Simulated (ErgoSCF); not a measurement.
# C7H16 (2,3-dimethylpentane), run twice

Aim: a single-point energy of C7H16 (2,3-dimethylpentane) at UB1LYP/STO-2G.

The results are computed with ErgoSCF 3.8.

10 further runs of the same task are left out: 3 that didn't finish, 7 set aside as unsound or not needed.

## (1) Starting point

C7H16 has 23 atoms, charge 0, and is taken as a singlet. As SMILES, `CCC(C)C(C)C`. The shape is that of a PBE0-D4/def2-TZVP optimisation. This is one conformer, not always the lowest.

Some bond lengths: C1–C2 1.521 Å, C2–C3 1.533 Å, C3–C4 1.525 Å, C3–C5 1.537 Å, C5–C6 1.524 Å, C5–C7 1.523 Å, C1–H8 1.093 Å, C1–H9 1.093 Å, C1–H10 1.092 Å, C2–H11 1.094 Å, C2–H12 1.096 Å, C3–H13 1.100 Å, C4–H14 1.094 Å, C4–H15 1.093 Å, C4–H16 1.091 Å, C5–H17 1.098 Å. Some angles: C1–C2–C3 115.3°, C2–C3–C4 110.6°, C2–C3–C5 113.4°, C4–C3–C5 112.0°, C3–C5–C6 111.8°, C3–C5–C7 112.1°, C6–C5–C7 109.5°, C1–C2–H11 109.2°, C1–C2–H12 109.0°, C3–C2–H11 109.5°.

## (2) Try one

The input, job.ego:

```
# Combine hf=0.25 slater=0.75 becke=0.75 lyp=1 on C7H16
set_nthreads(1)
molecule_inline Angstrom
C     -1.024000     1.956100    -0.805900
C     -0.714300     0.581800    -1.379100
C     -0.433200    -0.511900    -0.342600
C     -1.693200    -0.831700     0.455100
C      0.761800    -0.194700     0.570600
C      1.072500    -1.349200     1.515600
C      2.011600     0.163100    -0.223200
H     -0.179700     2.361300    -0.242600
H     -1.886300     1.931800    -0.135400
H     -1.252500     2.665200    -1.604900
H      0.133600     0.660600    -2.065600
H     -1.560200     0.251900    -1.992200
H     -0.163000    -1.414600    -0.909800
H     -1.938300    -0.027800     1.155500
H     -2.549800    -0.962500    -0.211600
H     -1.588500    -1.750000     1.034400
H      0.489900     0.673400     1.186100
H      1.287600    -2.263300     0.951800
H      1.951600    -1.123500     2.124400
H      0.248200    -1.562800     2.197500
H      1.884000     1.069600    -0.817500
H      2.860000     0.325900     0.446100
H      2.282200    -0.648800    -0.906700
EOF
XC.type = "GC2"
use_6_d_functions = 1
scf.max_number_of_iterations = 72
XC.angmin = 3
scf.use_diagonalization = 1
XC.radint = 0.1
scf.starting_guess_disturbance = 0.02
XC.angint = 3
scf.force_unrestricted = 1
basis = "STO-2G"
tmpdir = "."
scf.output_mulliken_pop = 1
charge = 0
run "Combine hf=0.25 slater=0.75 becke=0.75 lyp=1"
```

On the command line:

```console
$ ergo job.ego
```

Output:

```text
[...]
INMA  use_6_d_functions := 1
[...]
INSC Energy   1 =       -206.20618448357
[...]
INDE E_LUMO =          0.32707382122
[...]
INSC Energy  12 =       -265.22637459175  ( diff     -0.000000000004434 )
[...]
RESC CONVERGED after  12 iterations.
RESC FINAL ENERGY:       -265.22637459175
RESC FINAL <S2> =          0.00000000000
[...]
INSC SCF: dipole_moment_x [atomic units] =      -0.01726396
INSC SCF: dipole_moment_y [atomic units] =       0.07077085
INSC SCF: dipole_moment_z [atomic units] =      -0.01150229
[...]
```

Wall time 11 s (1 thread of Intel Xeon Platinum 8259CL at 2.50GHz (Skylake/Cascade Lake), shared host); peak memory 0.27 GiB.

## (3) What went wrong

The program ended normally, but the settings are unsound, so its numbers aren't properties of the molecule.

The fault: the grid is far too coarse. The sound input differs in these keys, not all of which need be the cause: radint 5e-09 in place of 0.1; angular grid order 29 in place of 3.

## (4) Try two

The input, input.ego:

```
set_nthreads("env")
molecule_inline Angstrom
C       -1.024000       1.956100      -0.805900
C       -0.714300       0.581800      -1.379100
C       -0.433200      -0.511900      -0.342600
C       -1.693200      -0.831700       0.455100
C        0.761800      -0.194700       0.570600
C        1.072500      -1.349200       1.515600
C        2.011600       0.163100      -0.223200
H       -0.179700       2.361300      -0.242600
H       -1.886300       1.931800      -0.135400
H       -1.252500       2.665200      -1.604900
H        0.133600       0.660600      -2.065600
H       -1.560200       0.251900      -1.992200
H       -0.163000      -1.414600      -0.909800
H       -1.938300      -0.027800       1.155500
H       -2.549800      -0.962500      -0.211600
H       -1.588500      -1.750000       1.034400
H        0.489900       0.673400       1.186100
H        1.287600      -2.263300       0.951800
H        1.951600      -1.123500       2.124400
H        0.248200      -1.562800       2.197500
H        1.884000       1.069600      -0.817500
H        2.860000       0.325900       0.446100
H        2.282200      -0.648800      -0.906700
EOF
scf.starting_guess_disturbance = 0.02
scf.output_mulliken_pop = 1
scf.force_unrestricted = 1
basis = "STO-2G"
XC.type = "GC2"
scf.use_diagonalization = 1
use_6_d_functions = 1
scf.max_number_of_iterations = 150
tmpdir = "."
run "Combine hf=0.25 slater=0.75 becke=0.75 lyp=1"
```

On the command line:

```console
$ ergo < input.ego
```

Output:

```text
[...]
INMA  use_6_d_functions := 1
[...]
INSC Energy   1 =       -205.98393337360
[...]
INDE E_LUMO =          0.40390641340
[...]
INSC Energy  11 =       -264.99287239673  ( diff     -0.000000000016257 )
[...]
RESC CONVERGED after  11 iterations.
RESC FINAL ENERGY:       -264.99287239673
RESC FINAL <S2> =          0.00000000001
[...]
INSC SCF: dipole_moment_x [atomic units] =      -0.00073597
INSC SCF: dipole_moment_y [atomic units] =      -0.00414285
INSC SCF: dipole_moment_z [atomic units] =      -0.01156460
[...]
```

Run time: 20 s. Hardware: 1 thread of Intel Xeon Platinum 8259CL at 2.50GHz (Skylake/Cascade Lake), shared host; peak memory 0.27 GiB.

## (5) What came out

At UB1LYP/STO-2G:

```
     quantity          value
 total energy  -264.99287 Eh
dipole moment         0.03 D
```

The first attempt's energy was -6.354 eV off this one. Mulliken charges run from -0.16 on C4 to +0.05 on H10.
